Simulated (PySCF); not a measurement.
**HBr: spin, charge, geometry and surroundings**

One physical setting of the base script is moved in each run, with the edits that it forces.

Method: each script names its method and basis; program: PySCF 2.14.0.

1 further run of the same task is left out (it didn't finish).

## Step 1: Where the work starts

HBr: 2 atoms, charge 0, spin multiplicity 1.

Bond lengths: H1–Br2 1.650 Å.

## Step 2: The base run

Contents of input.py:

```python
from pyscf import gto, scf, tdscf

mol = gto.M(
    atom='H 0 0 0; Br 0 0 1.65',
    basis='6-311++g**',
    charge=0,
    spin=0,
    verbose=4,
)
mf = scf.RHF(mol)
mf.kernel()
td = tdscf.TDA(mf)
td.nstates = 6
td.kernel()
td.analyze()
mf.dip_moment()
print('orbital energies (hartree):', mf.mo_energy[..., max(0, mol.nelec[1]-3):mol.nelec[0]+3].round(4))
```

Command:

```console
OMP_NUM_THREADS=1 python input.py
```

The log of this run is left out.

In short: E(SCF) = -2572.934269 Eh, 9 cycles, μ = 1.28 D, excitations 5.69, 5.69, 9.34, 9.34, 10.19 eV.

The bond length is a typed value, not an optimised one.

## Step 3: Charge +1 (doublet, UHF)

Run 1 changes charge: 0 → 1; spin (2S): 0 → 1; SCF type: RHF → UHF.

Contents of input.py:

```python
from pyscf import gto, scf, tdscf

mol = gto.M(
    atom='H 0 0 0; Br 0 0 1.65',
    basis='6-311++g**',
    charge=1,
    spin=1,
    verbose=4,
)
mf = scf.UHF(mol)
mf.kernel()
td = tdscf.TDA(mf)
td.nstates = 6
td.kernel()
td.analyze()
mf.dip_moment()
print('orbital energies (hartree):', [e[max(0, n-3):n+3].round(4) for e, n in zip(mf.mo_energy, mol.nelec)])
```

Command:

```console
OMP_NUM_THREADS=1 python input.py
```

## Step 4: Electric field 0.05 a.u.

Run 2 changes electric field: none → 0.05 a.u.

input.py: that of step 2 with these lines changed.

```diff
@@ -10,2 +10,7 @@
 mf = scf.RHF(mol)
+field = 0.05  # electric field along z, atomic units
+h = mf.get_hcore() + field*mol.intor('int1e_r')[2]
+mf.get_hcore = lambda *args: h
+e_nuc = mol.energy_nuc() - field*mol.atom_charges() @ mol.atom_coords()[:, 2]
+mf.energy_nuc = lambda *args: e_nuc
 mf.kernel()
```

## Step 5: Bond 1.534 Å

Run 3 changes bond length: 1.65 Å → 1.534 Å.

input.py: that of step 2 with these lines changed.

```diff
@@ -3,3 +3,3 @@
 mol = gto.M(
-    atom='H 0 0 0; Br 0 0 1.65',
+    atom='H 0 0 0; Br 0 0 1.534',
     basis='6-311++g**',
```

## Step 6: Triplet (UHF)

Run 4 changes spin (2S): 0 → 2; SCF type: RHF → UHF.

Contents of input.py:

```python
from pyscf import gto, scf, tdscf

mol = gto.M(
    atom='H 0 0 0; Br 0 0 1.65',
    basis='6-311++g**',
    charge=0,
    spin=2,
    verbose=4,
)
mf = scf.UHF(mol)
mf.kernel()
td = tdscf.TDA(mf)
td.nstates = 6
td.kernel()
td.analyze()
mf.dip_moment()
print('orbital energies (hartree):', [e[max(0, n-3):n+3].round(4) for e, n in zip(mf.mo_energy, mol.nelec)])
```

## Step 7: Charge +2 (UHF)

Run 5 changes charge: 0 → 2; SCF type: RHF → UHF.

Contents of input.py:

```python
from pyscf import gto, scf, tdscf

mol = gto.M(
    atom='H 0 0 0; Br 0 0 1.65',
    basis='6-311++g**',
    charge=2,
    spin=0,
    verbose=4,
)
mf = scf.UHF(mol)
mf.kernel()
td = tdscf.TDA(mf)
td.nstates = 6
td.kernel()
td.analyze()
mf.dip_moment()
print('orbital energies (hartree):', [e[max(0, n-3):n+3].round(4) for e, n in zip(mf.mo_energy, mol.nelec)])
```

Before running it: what results should come out? Wanted: for each run, E(SCF); from base; gap, α spin; SCF dipole; after the SCF.

The runs gave:

| run | E(SCF) (hartree) | from base (eV) | cycles | gap, α spin (eV) | SCF dipole (D) | after the SCF |
| --- | --- | --- | --- | --- | --- | --- |
| base | -2572.934269 | 0 | 9 | 12.74 | 1.28 | lowest root found 5.69 eV |
| charge +1 (doublet, UHF) | -2572.547071 | +10.5362 | 12 | 15.28 | n/a | lowest root found 0.23 eV |
| electric field 0.05 a.u. | -2572.942768 | -0.2313 | 9 | 9.36 | 2.25 | lowest root found 3.64 eV |
| bond 1.534 Å | -2572.948728 | -0.3934 | 9 | 13.08 | 1.21 | lowest root found 6.49 eV |
| triplet (UHF) | -2572.788669 | +3.9620 | 11 | 9.45 | 1.39 | lowest root found 0.23 eV |
| charge +2 (UHF) | -2571.811152 | +30.5616 | 10 | 13.52 | n/a | lowest root found 1.27 eV |

**Reading.** The largest comparable shift of the SCF energy, +3.962 eV, comes with the run “triplet (UHF)”. At the SCF level, going to the doublet with one electron fewer costs 10.54 eV at fixed geometry, against 11.73 eV for the negative of the highest filled level. The triplet solution found lies 3.96 eV above the base singlet at this geometry and level.
